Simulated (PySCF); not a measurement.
# C3H7BO: electronic excitations at several levels of theory

Aim: compute the electronic excitations of C3H7BO (`BC(=C)OC`) at several levels, and see how far they spread and what each costs.

The runs use PySCF 2.14.0, with density-fitted response routines of our own; the level of theory stands in each step. All values are computed, except where a source is named. Atoms count from 0, in the outputs and in this text.

## 1. Starting geometry

12 atoms, charge 0, multiplicity 1; geometry from: GFN2-xTB. The atoms were then displaced at random by about 0.01 Å, so the start is not that level's minimum.

Bonds of the start (Å): B0–C1 1.53, C1–C2 1.34, C1–O3 1.34, O3–C4 1.43, B0–H5 1.20, B0–H6 1.16, C2–H7 1.11, C2–H8 1.06, C4–H9 1.08, C4–H10 1.11, C4–H11 1.10.

## 2. Geometry optimisation at PBE0-D3(BJ)/def2-SVP

What the job is given:

```
{"job": {"xc": "PBE0", "basis": "def2-SVP", "d3": "d3bj", "grid": 1, "shake": 0.01, "kind": "geom"}, "charge": 0, "multiplicity": 1}
B      0.569900     1.039630     0.983350
C      0.594530    -0.171050     0.041440
C      1.759660    -0.756840    -0.248170
O     -0.457550    -0.748590    -0.561620
C     -1.767580    -0.216960    -0.329180
H     -0.444320     1.620870     1.261330
H      1.570290     1.449870     1.415530
H      2.712100    -0.376600     0.169810
H      1.832880    -1.608170    -0.869160
H     -2.460970    -0.830630    -0.878070
H     -2.038780    -0.256590     0.751190
H     -1.830460     0.826790    -0.657220
```

On the command line:

```console
$ OMP_NUM_THREADS=1 python probes_run.py task.json out
```

The driver reads the jobs from task.json and runs them one after another.

Log:

```text
step   0  E = -218.11750669  max force = 0.040080
step   1  E = -218.12208356  max force = 0.008807
step   2  E = -218.12237455  max force = 0.002772
step   3  E = -218.12243268  max force = 0.001870
step   4  E = -218.12248312  max force = 0.000642
step   5  E = -218.12249495  max force = 0.000477
step   6  E = -218.12250280  max force = 0.000310
optimisation converged
```

Wall time 22 s (1 thread of Arm Neoverse V1, shared host); peak memory 0.43 GiB.

Step by step:

```
step  energy from step 0 (eV)  largest force component (eV/Å)
   0                   0.0000                          2.0610
   1                  -0.1245                          0.4529
   2                  -0.1325                          0.1425
   3                  -0.1340                          0.0962
   4                  -0.1354                          0.0330
   5                  -0.1357                          0.0245
   6                  -0.1360                          0.0159
```

Close pairs (by a distance rule), those that changed most:

```csv
bond,before (Å),after (Å),change (Å)
B0–H6,1.164,1.206,+0.042
C2–H8,1.056,1.095,+0.039
O3–C4,1.433,1.400,-0.033
C4–H9,1.076,1.099,+0.022
C1–C2,1.336,1.356,+0.020
C2–H7,1.107,1.089,-0.018
B0–C1,1.534,1.548,+0.014
C1–O3,1.343,1.356,+0.013
```

The final coordinates are the input of the step that follows.

```csv
at the end point,value
"rotational constants (GHz, main isotopes)","9.039, 4.267, 2.953"
dipole moment (D),0.55
```

## 3. Ultraviolet spectrum: PBE0/def2-TZVP

What the job is given:

```
{"job": {"kind": "uv", "xc": "PBE0", "basis": "def2-TZVP"}, "charge": 0, "multiplicity": 1}
B      0.552873     1.034368     0.971869
C      0.573914    -0.224268     0.071378
C      1.762958    -0.853413    -0.099369
O     -0.499718    -0.765113    -0.555756
C     -1.743206    -0.134664    -0.427809
H     -0.448745     1.659355     1.222154
H      1.603137     1.393982     1.444346
H      2.658978    -0.462009     0.380750
H      1.844304    -1.756644    -0.713917
H     -2.451968    -0.711264    -1.037717
H     -2.100567    -0.124614     0.617029
H     -1.723072     0.905917    -0.796206
```

Level: TDDFT PBE0/def2-TZVP, vertical, gas phase, core orbitals frozen in the response.

Log:

```text
coarse grid: 9776 points
cycle   1  E = -218.3194877927  dE =  4.068e-01  |g| = 4.866e-01  |ddm| = 2.402e+00
cycle   2  E = -218.2756203461  dE =  4.387e-02  |g| = 7.035e-01  |ddm| = 9.745e-01
cycle   3  E = -218.3641104932  dE = -8.849e-02  |g| = 9.351e-02  |ddm| = 6.576e-01
cycle   4  E = -218.3655683799  dE = -1.458e-03  |g| = 3.720e-02  |ddm| = 7.000e-02
cycle   5  E = -218.3658403025  dE = -2.719e-04  |g| = 1.755e-02  |ddm| = 3.243e-02
cycle   6  E = -218.3659305941  dE = -9.029e-05  |g| = 2.947e-03  |ddm| = 1.342e-02
cycle   7  E = -218.3659326284  dE = -2.034e-06  |g| = 7.531e-04  |ddm| = 2.644e-03
final grid: 93648 points
cycle   8  E = -218.3583508019  dE = -5.715e-05  |g| = 1.029e-02  |ddm| = 5.585e-02
cycle   9  E = -218.3583309217  dE =  1.988e-05  |g| = 1.469e-02  |ddm| = 1.279e-02
cycle  10  E = -218.3583707539  dE = -3.983e-05  |g| = 2.011e-03  |ddm| = 8.119e-03
cycle  11  E = -218.3583716761  dE = -9.222e-07  |g| = 4.035e-04  |ddm| = 1.784e-03
cycle  12  E = -218.3583717061  dE = -3.002e-08  |g| = 2.155e-04  |ddm| = 3.754e-04
cycle  13  E = -218.3583717174  dE = -1.131e-08  |g| = 3.879e-05  |ddm| = 1.584e-04
cycle  14  E = -218.3583717178  dE = -4.314e-10  |g| = 9.131e-06  |ddm| = 3.695e-05
converged SCF energy = -218.3583717178

Static polarisability (au): isotropic 58.913, principal 40.033 59.999 76.707

Singlet excitations
state   eV       nm        f      main configurations
  1   4.2222    293.6   0.13284   H->L 0.97
  2   5.0637    244.8   0.00082   H-1->L 0.97
  3   5.5210    224.6   0.00005   H-2->L 0.98
  4   6.7310    184.2   0.07408   H-3->L 0.90, H->L+1 0.08
  5   7.1231    174.1   0.07175   H->L+2 0.86, H->L+3 0.10
  6   7.2077    172.0   0.00054   H-4->L 0.94
  7   7.4818    165.7   0.25764   H->L+1 0.88
  8   7.5978    163.2   0.01028   H->L+3 0.86, H->L+2 0.11
  9   7.7802    159.4   0.00095   H-5->L 0.96
 10   8.1726    151.7   0.00029   H->L+5 0.56, H->L+4 0.40

Triplet excitations (Tamm-Dancoff, eV): 2.4614 4.5768 4.9434 5.9454
```

It took 18 s on 1 thread of Arm Neoverse V1, shared host; peak memory 0.77 GiB.

The orbitals next to the gap, with their largest atomic shares:

| orbital | eV | atoms |
| --- | --- | --- |
| HOMO−3 | -9.97 | C1 23 %, C4 22 %, O3 20 % |
| HOMO−2 | -9.43 | B0 46 %, H6 24 %, H5 17 % |
| HOMO−1 | -8.83 | O3 30 %, C1 20 %, B0 20 % |
| HOMO | -6.93 | C2 33 %, O3 30 %, C1 19 % |
| LUMO | -2.11 | B0 56 %, C2 28 %, C1 12 % |
| LUMO+1 | 1.39 | B0 39 %, C1 29 %, C2 23 % |
| LUMO+2 | 1.46 | B0 32 %, H10 15 %, H11 15 % |

With each of the 10 states as a Gaussian band of 0.4 eV half-width at 1/e, the curve within the window shown has maxima at 293 nm (ε 5,400), 167 nm (ε 12,000) L/(mol cm). Beyond the last state computed it falls off for lack of states. The curve at chosen wavelengths:

nm, ε (L/mol/cm) and a bar:
```
      146         35 
      154       1738 ####
      162       9993 #########################
      169      11787 ##############################
      177       6951 ##################
      185       4079 ##########
      193       1727 ####
      201        395 #
      208         68 
      216          9 
      224         11 
      232         25 
      240         55 
      247        141 
      255        463 #
      263       1244 ###
      271       2539 ######
      279       4017 ##########
      286       5003 #############
      294       5376 ##############
      302       4906 ############
      310       3897 ##########
      318       2752 #######
      325       1869 #####
      333       1109 ###
      341        611 ##
```

Further results of this job:

| property | computed |
| --- | --- |
| dipole moment (D) | 0.54 |
| polarisability (Å³) | 8.73 |
| HOMO–LUMO gap (eV) | 4.82 |
| −ε(HOMO) (eV) | 6.93 |

## 4. TDDFT and polarisability: PBE0/aug-cc-pVDZ

The job, as its differences from that of step 3:

```diff
@@ -1,2 +1,2 @@
-{"job": {"kind": "uv", "xc": "PBE0", "basis": "def2-TZVP"}, "charge": 0, "multiplicity": 1}
+{"job": {"kind": "uv", "xc": "PBE0", "basis": "aug-cc-pVDZ"}, "charge": 0, "multiplicity": 1}
 B      0.552873     1.034368     0.971869
```

Method: TDDFT PBE0/aug-cc-pVDZ, vertical, gas phase, core orbitals frozen in the response.

Log:

```text
coarse grid: 9776 points
cycle   1  E = -218.2520811320  dE =  4.329e-01  |g| = 4.462e-01  |ddm| = 1.026e+01
cycle   2  E = -218.2116597667  dE =  4.042e-02  |g| = 6.529e-01  |ddm| = 2.075e+00
cycle   3  E = -218.2926505776  dE = -8.099e-02  |g| = 8.376e-02  |ddm| = 8.057e-01
cycle   4  E = -218.2939021639  dE = -1.252e-03  |g| = 3.323e-02  |ddm| = 2.334e-01
cycle   5  E = -218.2941365772  dE = -2.344e-04  |g| = 1.542e-02  |ddm| = 9.528e-02
cycle   6  E = -218.2942090668  dE = -7.249e-05  |g| = 2.553e-03  |ddm| = 4.047e-02
cycle   7  E = -218.2942106893  dE = -1.622e-06  |g| = 6.351e-04  |ddm| = 6.346e-03
final grid: 93648 points
cycle   8  E = -218.3023074867  dE = -3.432e-05  |g| = 9.585e-03  |ddm| = 1.961e-01
cycle   9  E = -218.3022903663  dE =  1.712e-05  |g| = 1.350e-02  |ddm| = 5.156e-02
cycle  10  E = -218.3023275208  dE = -3.715e-05  |g| = 1.934e-03  |ddm| = 2.315e-02
cycle  11  E = -218.3023284412  dE = -9.204e-07  |g| = 3.192e-04  |ddm| = 3.711e-03
cycle  12  E = -218.3023284612  dE = -1.996e-08  |g| = 1.681e-04  |ddm| = 9.575e-04
cycle  13  E = -218.3023284680  dE = -6.863e-09  |g| = 3.804e-05  |ddm| = 4.346e-04
cycle  14  E = -218.3023284685  dE = -4.459e-10  |g| = 8.508e-06  |ddm| = 1.932e-04
converged SCF energy = -218.3023284685

Static polarisability (au): isotropic 62.095, principal 43.996 62.535 79.753

Singlet excitations
state   eV       nm        f      main configurations
  1   4.1905    295.9   0.13059   H->L 0.97
  2   5.0637    244.8   0.00112   H-1->L 0.96
  3   5.4982    225.5   0.00004   H-2->L 0.97
  4   6.0428    205.2   0.04667   H->L+1 0.91
  5   6.3770    194.4   0.00084   H->L+2 0.91
  6   6.6086    187.6   0.05945   H->L+3 0.62, H-3->L 0.34
  7   6.7325    184.2   0.00415   H->L+4 0.93
  8   6.8082    182.1   0.09510   H-3->L 0.59, H->L+3 0.34
  9   6.9739    177.8   0.00312   H->L+5 0.65, H->L+7 0.21
 10   7.1933    172.4   0.00564   H-4->L 0.93

Triplet excitations (Tamm-Dancoff, eV): 2.4546 4.5788 4.9242 5.8208
```

It took 16 s on 1 thread of Arm Neoverse V1, shared host; peak memory 0.75 GiB.

This run: HOMO -6.93 eV, LUMO -2.13 eV; lowest singlet 4.19 eV.

## 5. Excited states and response: PBE0/def2-TZVPD

The job, as its differences from that of step 4:

```diff
@@ -1,2 +1,2 @@
-{"job": {"kind": "uv", "xc": "PBE0", "basis": "aug-cc-pVDZ"}, "charge": 0, "multiplicity": 1}
+{"job": {"kind": "uv", "xc": "PBE0", "basis": "def2-TZVPD"}, "charge": 0, "multiplicity": 1}
 B      0.552873     1.034368     0.971869
```

Level: TDDFT PBE0/def2-TZVPD, vertical, gas phase, core orbitals frozen in the response.

Log:

```text
coarse grid: 9776 points
cycle   1  E = -218.3206489652  dE =  4.064e-01  |g| = 4.853e-01  |ddm| = 3.167e+00
cycle   2  E = -218.2749036320  dE =  4.575e-02  |g| = 7.088e-01  |ddm| = 1.225e+00
cycle   3  E = -218.3650505895  dE = -9.015e-02  |g| = 9.489e-02  |ddm| = 6.428e-01
cycle   4  E = -218.3665443690  dE = -1.494e-03  |g| = 3.807e-02  |ddm| = 1.032e-01
cycle   5  E = -218.3668311223  dE = -2.868e-04  |g| = 1.776e-02  |ddm| = 4.593e-02
cycle   6  E = -218.3669236829  dE = -9.256e-05  |g| = 2.940e-03  |ddm| = 1.870e-02
cycle   7  E = -218.3669257150  dE = -2.032e-06  |g| = 7.530e-04  |ddm| = 3.467e-03
final grid: 93648 points
cycle   8  E = -218.3593696947  dE = -6.285e-05  |g| = 1.032e-02  |ddm| = 2.831e-01
cycle   9  E = -218.3593496255  dE =  2.007e-05  |g| = 1.476e-02  |ddm| = 2.320e-02
cycle  10  E = -218.3593897437  dE = -4.012e-05  |g| = 2.046e-03  |ddm| = 9.756e-03
cycle  11  E = -218.3593906964  dE = -9.527e-07  |g| = 4.146e-04  |ddm| = 2.022e-03
cycle  12  E = -218.3593907280  dE = -3.159e-08  |g| = 2.249e-04  |ddm| = 6.962e-04
cycle  13  E = -218.3593907402  dE = -1.225e-08  |g| = 4.116e-05  |ddm| = 2.674e-04
cycle  14  E = -218.3593907407  dE = -4.839e-10  |g| = 9.803e-06  |ddm| = 7.495e-05
converged SCF energy = -218.3593907407

Static polarisability (au): isotropic 61.819, principal 43.602 62.521 79.334

Singlet excitations
state   eV       nm        f      main configurations
  1   4.2137    294.2   0.13081   H->L 0.97
  2   5.0631    244.9   0.00109   H-1->L 0.97
  3   5.5130    224.9   0.00003   H-2->L 0.98
  4   6.2387    198.7   0.05278   H->L+1 0.93
  5   6.7126    184.7   0.00811   H->L+2 0.82, H-3->L 0.09
  6   6.7168    184.6   0.06475   H-3->L 0.76, H->L+4 0.11, H->L+2 0.10
  7   7.0372    176.2   0.00212   H->L+3 0.91
  8   7.1918    172.4   0.17438   H->L+4 0.83, H-3->L 0.11
  9   7.1995    172.2   0.00523   H-4->L 0.95
 10   7.2969    169.9   0.00115   H->L+5 0.93

Triplet excitations (Tamm-Dancoff, eV): 2.4652 4.5734 4.9337 5.9111
```

Run time: 26 s. Hardware: 1 thread of Arm Neoverse V1, shared host; peak memory 0.89 GiB.

In short: HOMO -6.95 eV, LUMO -2.13 eV; lowest singlet 4.21 eV.

## 6. Ultraviolet spectrum: PBE0/6-31+G*

The job, as its differences from that of step 5:

```diff
@@ -1,2 +1,2 @@
-{"job": {"kind": "uv", "xc": "PBE0", "basis": "def2-TZVPD"}, "charge": 0, "multiplicity": 1}
+{"job": {"kind": "uv", "xc": "PBE0", "basis": "6-31+G*"}, "charge": 0, "multiplicity": 1}
 B      0.552873     1.034368     0.971869
```

Level: TDDFT PBE0/6-31+G*, vertical, gas phase, core orbitals frozen in the response.

Log:

```text
coarse grid: 9776 points
cycle   1  E = -218.2786752248  dE =  4.218e-01  |g| = 4.400e-01  |ddm| = 3.159e+00
cycle   2  E = -218.2412814546  dE =  3.739e-02  |g| = 6.359e-01  |ddm| = 1.331e+00
cycle   3  E = -218.3192108308  dE = -7.793e-02  |g| = 8.108e-02  |ddm| = 6.062e-01
cycle   4  E = -218.3203685951  dE = -1.158e-03  |g| = 3.262e-02  |ddm| = 1.587e-01
cycle   5  E = -218.3206001965  dE = -2.316e-04  |g| = 1.486e-02  |ddm| = 5.432e-02
cycle   6  E = -218.3206674654  dE = -6.727e-05  |g| = 2.509e-03  |ddm| = 2.704e-02
cycle   7  E = -218.3206690392  dE = -1.574e-06  |g| = 6.099e-04  |ddm| = 3.604e-03
final grid: 93648 points
cycle   8  E = -218.2804705162  dE = -2.335e-05  |g| = 9.596e-03  |ddm| = 4.624e-02
cycle   9  E = -218.2804525467  dE =  1.797e-05  |g| = 1.367e-02  |ddm| = 1.786e-02
cycle  10  E = -218.2804906974  dE = -3.815e-05  |g| = 1.926e-03  |ddm| = 1.075e-02
cycle  11  E = -218.2804916356  dE = -9.382e-07  |g| = 3.078e-04  |ddm| = 2.487e-03
cycle  12  E = -218.2804916563  dE = -2.075e-08  |g| = 1.304e-04  |ddm| = 3.746e-04
cycle  13  E = -218.2804916605  dE = -4.140e-09  |g| = 3.136e-05  |ddm| = 2.071e-04
cycle  14  E = -218.2804916608  dE = -3.043e-10  |g| = 7.240e-06  |ddm| = 6.221e-05
converged SCF energy = -218.2804916608

Static polarisability (au): isotropic 56.872, principal 37.482 57.624 75.512

Singlet excitations
state   eV       nm        f      main configurations
  1   4.2404    292.4   0.14141   H->L 0.97
  2   5.1090    242.7   0.00086   H-1->L 0.97
  3   5.5901    221.8   0.00006   H-2->L 0.98
  4   6.2127    199.6   0.06811   H->L+1 0.92
  5   6.6096    187.6   0.00000   H->L+2 0.93
  6   6.6910    185.3   0.07122   H->L+3 0.50, H-3->L 0.48
  7   6.9267    179.0   0.13847   H-3->L 0.48, H->L+3 0.47
  8   7.0485    175.9   0.00065   H->L+4 0.89
  9   7.2637    170.7   0.00351   H-4->L 0.72, H->L+5 0.22
 10   7.2682    170.6   0.00041   H->L+5 0.67, H-4->L 0.24

Triplet excitations (Tamm-Dancoff, eV): 2.4515 4.6458 5.0440 5.8436
```

Run time: 7.8 s. Hardware: 1 thread of Arm Neoverse V1, shared host; peak memory 0.56 GiB.

Key values: HOMO -6.90 eV, LUMO -2.09 eV; lowest singlet 4.24 eV.

## 7. Comparing the runs: electronic excitations

Excitations and ground-state properties, with basis size and wall time:

```csv
run,lowest singlet (eV),brightest (eV),f,gap (eV),α (Å³),μ (D),functions,time
PBE0/def2-TZVP,4.22,7.48,0.258,4.82,8.73,0.54,197,18 s
PBE0/aug-cc-pVDZ,4.19,4.19,0.131,4.80,9.20,0.53,178,16 s
PBE0/def2-TZVPD,4.21,7.19,0.174,4.82,9.16,0.52,251,26 s
PBE0/6-31+G*,4.24,4.24,0.141,4.81,8.43,0.51,104,7.8 s
```

## 8. What came out

| quantity | value |
| --- | --- |
| rotational constants (main isotopes) | 9.04, 4.27, 2.95 GHz |
| lowest singlet (PBE0/def2-TZVP) | 4.22 eV (294 nm), f = 0.133 |
| brightest single state of those computed | state 7, 7.48 eV, f = 0.258 |
| lowest triplet | 2.46 eV |
| range of the lowest singlet | 4.19 to 4.24 eV |

Single values in the summary come from the first run of each kind that ended normally (PBE0/def2-TZVP), which need not be the best level. The optimisation took 6 steps and gained 0.136 eV; among the close pairs (by a distance rule), B0–H6 changed most, from 1.164 to 1.206 Å. No frequency check was run at this level, so the end point may be a saddle. The lowest singlet, at 4.22 eV, is HOMO→LUMO 0.97 and is bright; of the 10 states computed, the strongest absorption comes from state 7 at 7.48 eV. The lowest triplet lies 1.76 eV below the lowest singlet (triplets in Tamm-Dancoff, singlets in full TDDFT). States above −ε(HOMO) lie where TDDFT describes them poorly and they hang on the basis; the brightest is among them. The basis of PBE0/def2-TZVP has no diffuse functions, so Rydberg states are missing and the high states are unreliable. The lowest singlet runs from 4.19 eV (PBE0/aug-cc-pVDZ) to 4.24 eV (PBE0/6-31+G*), while the orbital gap spans 4.80 to 4.82 eV. The lowest state need not be the same one in every run. The runs solved for a few states only, so the brightest column depends on that window.
